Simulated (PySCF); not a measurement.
**[Eu(H2O)5]3+: other functionals and bases at one geometry**

Aim: see how levels, charges and forces of [Eu(H2O)5]3+ depend on the level of theory. It is a constructed species; whether it can be made isn't addressed.

The runs use PySCF 2.14.0; several levels, as the steps say, no spin–orbit coupling.

4 further runs of the same task are left out: 2 for a known fault of the program, 2 that didn't finish.

## Step 1: The system as given

16 atoms, charge 3, spin multiplicity 1.

Bond lengths: Eu1–O2 2.368 Å, Eu1–O5 2.368 Å, Eu1–O8 2.336 Å, Eu1–O11 2.366 Å, Eu1–O14 2.366 Å, O2–H3 0.979 Å, O2–H4 0.979 Å, O5–H6 0.979 Å, O5–H7 0.979 Å, O8–H9 0.981 Å, O8–H10 0.981 Å, O11–H12 0.980 Å, O11–H13 0.980 Å, O14–H15 0.980 Å, O14–H16 0.980 Å. Angles: O2–Eu1–O5 157.7°, O2–Eu1–O8 101.2°, O2–Eu1–O11 86.0°, O2–Eu1–O14 86.4°, O5–Eu1–O8 101.2°, O5–Eu1–O11 86.4°, O5–Eu1–O14 86.0°, O8–Eu1–O11 110.1°, O8–Eu1–O14 110.1°, O11–Eu1–O14 139.8°, Eu1–O2–H3 128.1°, Eu1–O2–H4 128.3°, H3–O2–H4 103.6°, Eu1–O5–H6 128.1°, Eu1–O5–H7 128.3°, H6–O5–H7 103.6°, Eu1–O8–H9 128.1°, Eu1–O8–H10 128.1° and more.

As a file:

```xyz
16

Eu   -0.02208    0.00000    0.00000
O    -0.48086    0.04584    2.32307
H    -0.61571    0.82797    2.89640
H    -0.59746   -0.71083    2.93343
O    -0.48086   -0.04584   -2.32307
H    -0.61571   -0.82797   -2.89640
H    -0.59746    0.71083   -2.93343
O     2.31421    0.00000    0.00000
H     2.91998   -0.01461   -0.77147
H     2.91998    0.01461    0.77147
O    -0.83529    2.22142   -0.03596
H    -0.32023    3.05533   -0.04172
H    -1.76698    2.52565   -0.05221
O    -0.83529   -2.22142    0.03596
H    -1.76698   -2.52565    0.05221
H    -0.32023   -3.05533    0.04172
```

Formal oxidation states: Eu +3. Each metal's 6 4f electrons lie in its core potential, so multiplicities, spins and levels count the valence alone. An earlier session relaxed this geometry at PBE0, Eu lcecp-1-SVP with ECP52, O def2-SVP, H def2-SVP (singlet, point group C2v).

At PBE0 on the finer grid: E = -415.879030 Eh, HOMO -23.21 eV, LUMO -13.95 eV, Mulliken charge on Eu1 +1.58 e, largest force component 0.014 eV/Å. 

Levels to run: B3LYP; TPSSh; TPSS; BLYP; PBE0, TZVP. Hardware: 4 threads of Arm Neoverse N1, shared host.

## Step 2: B3LYP

File run.py (the lines that set the calculation):

```python
mol = gto.M(atom='''
Eu    -0.02208     0.00000     0.00000
O     -0.48086     0.04584     2.32307
H     -0.61571     0.82797     2.89640
H     -0.59746    -0.71083     2.93343
O     -0.48086    -0.04584    -2.32307
H     -0.61571    -0.82797    -2.89640
H     -0.59746     0.71083    -2.93343
O      2.31421     0.00000     0.00000
H      2.91998    -0.01461    -0.77147
H      2.91998     0.01461     0.77147
O     -0.83529     2.22142    -0.03596
H     -0.32023     3.05533    -0.04172
H     -1.76698     2.52565    -0.05221
O     -0.83529    -2.22142     0.03596
H     -1.76698    -2.52565     0.05221
H     -0.32023    -3.05533     0.04172''',
    basis={'Eu': 'lcecp-1-SVP', 'O': 'def2-SVP', 'H': 'def2-SVP'},
    ecp={'Eu': 'lcecp-1-SVP'},
    charge=3, spin=0)
mf = dft.RKS(mol, xc='B3LYP')
mf.grids.atom_grid = (75, 302)  # f atoms: unpruned, at least (60, 302)
mf = mf.density_fit()  # fitting sets: Eu AutoAux, O def2-universal-JKFIT, H def2-universal-JKFIT
mf.conv_tol = 1e-08; mf.max_cycle = 55
mf.kernel(dm0)  # dm0: the density of the relaxed state
```

The run is started by

```console
$ OMP_NUM_THREADS=4 python run.py
```

## Step 3: TPSSh

Changes to run.py (the lines that set the calculation) since step 2:

```diff
@@ -20,3 +20,3 @@
     charge=3, spin=0)
-mf = dft.RKS(mol, xc='B3LYP')
+mf = dft.RKS(mol, xc='TPSSH')
 mf.grids.atom_grid = (75, 302)  # f atoms: unpruned, at least (60, 302)
```

## Step 4: TPSS

Changes to run.py (the lines that set the calculation) since step 3:

```diff
@@ -20,3 +20,3 @@
     charge=3, spin=0)
-mf = dft.RKS(mol, xc='TPSSH')
+mf = dft.RKS(mol, xc='TPSS')
 mf.grids.atom_grid = (75, 302)  # f atoms: unpruned, at least (60, 302)
```

## Step 5: BLYP

Changes to run.py (the lines that set the calculation) since step 4:

```diff
@@ -20,3 +20,3 @@
     charge=3, spin=0)
-mf = dft.RKS(mol, xc='TPSS')
+mf = dft.RKS(mol, xc='BLYP')
 mf.grids.atom_grid = (75, 302)  # f atoms: unpruned, at least (60, 302)
```

## Step 6: PBE0, TZVP

Basis: Eu lcecp-1-TZVP with ECP52, O def2-TZVP, H def2-TZVP. 

Changes to run.py (the lines that set the calculation) since step 5:

```diff
@@ -17,6 +17,6 @@
 H     -0.32023    -3.05533     0.04172''',
-    basis={'Eu': 'lcecp-1-SVP', 'O': 'def2-SVP', 'H': 'def2-SVP'},
-    ecp={'Eu': 'lcecp-1-SVP'},
+    basis={'Eu': 'lcecp-1-TZVP', 'O': 'def2-TZVP', 'H': 'def2-TZVP'},
+    ecp={'Eu': 'lcecp-1-TZVP'},
     charge=3, spin=0)
-mf = dft.RKS(mol, xc='BLYP')
+mf = dft.RKS(mol, xc='PBE0')
 mf.grids.atom_grid = (75, 302)  # f atoms: unpruned, at least (60, 302)
@@ -24,2 +24,2 @@
 mf.conv_tol = 1e-08; mf.max_cycle = 55
-mf.kernel(dm0)  # dm0: the density of the relaxed state
+mf.kernel(dm0)  # dm0: free metal ions and neutral atoms
```

Before running it: what results should come out? Wanted: for each run, HOMO; gap; charge on Eu1; dipole; largest force.

**Answer**, as computed:

| level | state | HOMO (eV) | gap (eV) | charge on Eu1 (e) | dipole (D) | largest force (eV/Å) | basis functions | time |
| --- | --- | --- | --- | --- | --- | --- | --- | --- |
| PBE0 (relaxed here) | singlet | -23.21 | 9.26 | 1.58 | 0.10 | 0.01 | 153 | 42 s |
| B3LYP | singlet | -22.88 | 8.70 | 1.51 | 0.10 | 0.15 | 153 | 13 s |
| TPSSh | singlet | -22.16 | 7.86 | 1.55 | 0.10 | 0.23 | 153 | 20 s |
| TPSS | singlet | -21.41 | 6.76 | 1.47 | 0.10 | 0.42 | 153 | 21 s |
| BLYP | singlet | -21.19 | 6.45 | 1.35 | 0.10 | 0.55 | 153 | 13 s |
| PBE0, TZVP | singlet | -23.23 | 9.31 | 2.04 | 0.07 | 0.34 | 262 | 60 s |

Times are on 4 threads of Arm Neoverse N1, shared host; the first row also made further properties. The dipole of a charged species depends on the origin, so these sizes hold for this origin alone.

In one basis the HOMO–LUMO gap runs from 6.45 eV (BLYP) to 9.26 eV (PBE0). The largest leftover force, 0.55 eV/Å with BLYP, stands at a geometry relaxed at another level. The Mulliken charge on Eu spans +1.35 to +2.04 e over the levels. With 4f in the core, its levels are missing from HOMO and gap. Total energies of different levels can't be compared. Spin–orbit coupling is left out throughout.
